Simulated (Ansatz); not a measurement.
# Ni (fcc type): the cost of one run

Computed with Ansatz 0.2.0 (DFT, PBEsol, PAW with Ansatz's default frozen-core files, scalar-relativistic, unless a step's input says otherwise).

1 further run of the same task is left out (it didn't finish).

**1. The starting structure**

It takes space group Fm-3m (No. 225, cubic). The conventional cell has a = 3.464 Å, b = 3.464 Å, c = 3.464 Å, α = 90.00°, β = 90.00°, γ = 90.00°. Around Ni (site symmetry m-3m) lie 12 Ni at 2.45 Å.

Coordinates:

```
Ni
1.0
     0.00000    1.73198    1.73198
     1.73198    0.00000    1.73198
     1.73198    1.73198    0.00000
Ni
1
Direct
  0.00000 0.00000 0.00000
```

**2. Bulk cell relaxed, PAW**

Input file input.yaml:

```yaml
crystal:
  lattice:
    - [0.0, 1.7319783131, 1.7319783131]
    - [1.7319783131, 0.0, 1.7319783131]
    - [1.7319783131, 1.7319783131, 0.0]
  atoms:
    - { symbol: Ni, position: [0.0, 0.0, 0.0], spin: 1.0 }
magnetization:
  spin_polarized: true
kpoints:
  mp_grid: { grid: [21, 21, 21] }
scf:
  occupations: { method: fermi_dirac, width: 0.1 }
hamiltonian:
  xc: pbesol
  pseudopotentials: { kind: paw }
output:
  forces: true
  stress: true
relax:
  f_tol: 0.005
  max_steps: 40
  cell: {}
```

Run with:

```
> ansatz run input.yaml --threads 4 --pin off --max-ram 12288MiB --backend cpu --events-out ev --progress --plain --runs-dir out
```

Q: Estimate wall time and peak memory on 4 threads of Intel Xeon Platinum 8488C (Sapphire Rapids), shared host.

About 7.4 s, with a peak of 0.42 GiB.
